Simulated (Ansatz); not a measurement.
# CH3CuO: one species, many methods

The task here is to estimate one member of a computed series from the others.

Method: functionals in def2-TZVPP, the program's frozen cores in correlated methods; program: Ansatz 0.2.0, Gaussian basis.

Levels to be run: LDA (SPW92), PBE-D4, revPBE-D4, BLYP-D4, r2SCAN-D4, B97M-V, PBE0-D4, B3LYP-D4, r2SCANh-D4, r2SCAN0-D4, HSE06-D4, BHLYP-D4, CAM-B3LYP-D4, LC-ωPBE, ωB97X-V, ωB97M-V, B2PLYP, PBE-QIDH; CCSD(T)/def2-SVP; CCSD(T)/def2-TZVPP; MP2/def2-QZVPP; extrapolation to the limit; RPA on PBE.

## Structure used throughout

All runs share one geometry, relaxed beforehand with PBE0-D4 in a triple-zeta def2 set.

6 atoms, charge 0, spin multiplicity 1.

Atoms are counted from 1 here; the program's logs count them from 0.

Bond lengths: C1–O2 1.391 Å, C1–H4 1.101 Å, C1–H5 1.101 Å, C1–H6 1.101 Å, O2–Cu3 1.791 Å. Angles: O2–C1–H4 113.7°, O2–C1–H5 108.2°, O2–C1–H6 113.7°, H4–C1–H5 106.7°, H4–C1–H6 107.3°, H5–C1–H6 106.7°, C1–O2–Cu3 121.0°.

Coordinates:

```xyz
6

C     0.4494   -0.1905    0.0120
O    -0.4252    0.8030   -0.4167
Cu   -2.1698    0.7326   -0.0183
H     0.2127   -1.1908   -0.3836
H     1.4586    0.0615   -0.3475
H     0.5165   -0.2799    1.1078
```

Set-up of the first run:

The input, in.yaml:

```yaml
crystal:
  periodic: [false, false, false]
  atoms:
    - {symbol: C, position_ang: [0.449430, -0.190530, 0.012027]}
    - {symbol: O, position_ang: [-0.425212, 0.803013, -0.416654]}
    - {symbol: Cu, position_ang: [-2.169834, 0.732632, -0.018314]}
    - {symbol: H, position_ang: [0.212662, -1.190800, -0.383646]}
    - {symbol: H, position_ang: [1.458604, 0.061549, -0.347496]}
    - {symbol: H, position_ang: [0.516451, -0.279863, 1.107784]}
basis:
  gaussian: {orbitals: def2-TZVPP}
hamiltonian: {xc: lda}
output: {orbitals: {seedname: orbitals}}
```

Among the steps run: LDA; PBE-D4 (GGA); revPBE-D4 (GGA); BLYP-D4 (GGA); r2SCAN-D4 (meta-GGA); B97M-V (meta-GGA); PBE0-D4 (hybrid); B3LYP-D4 (hybrid); r2SCANh-D4 (hybrid); r2SCAN0-D4 (hybrid); HSE06-D4 (hybrid); BHLYP-D4 (hybrid); CAM-B3LYP-D4 (range-separated); LC-ωPBE-D4 (range-separated; the results give it without D4); ωB97X-V (range-separated); ωB97M-V (range-separated); B2PLYP (double hybrid); PBE-QIDH (double hybrid).

One of the session's tables, all rows but one given; the rest of the session is left out.

It belongs to the step «Orbital energies across the functionals». 

| functional | HOMO (eV) | LUMO (eV) | gap (eV) |
| --- | --- | --- | --- |
| LDA (SPW92) | -5.07 | -3.78 | 1.29 |
| PBE-D4 | -4.88 | -3.55 | 1.33 |
| revPBE-D4 | ? | ? | ? |
| BLYP-D4 | -4.87 | -3.59 | 1.28 |
| r2SCAN-D4 | -5.04 | -3.30 | 1.75 |
| B97M-V | -5.22 | -3.51 | 1.71 |
| PBE0-D4 | -6.21 | -2.57 | 3.64 |
| B3LYP-D4 | -6.10 | -2.98 | 3.12 |
| r2SCANh-D4 | -5.57 | -2.93 | 2.65 |
| r2SCAN0-D4 | -6.35 | -2.40 | 3.95 |
| HSE06-D4 | -5.80 | -2.94 | 2.87 |
| BHLYP-D4 | -7.53 | -1.85 | 5.68 |
| CAM-B3LYP-D4 | -7.66 | -1.78 | 5.87 |
| LC-ωPBE | -8.81 | -0.48 | 8.33 |
| ωB97X-V | -8.55 | -0.63 | 7.92 |
| ωB97M-V | -8.55 | -0.97 | 7.58 |

Estimate the missing values for revPBE-D4.

As computed: HOMO (eV): -4.80; LUMO (eV): -3.44; gap (eV): 1.37. In the column «HOMO (eV)» it is the highest.
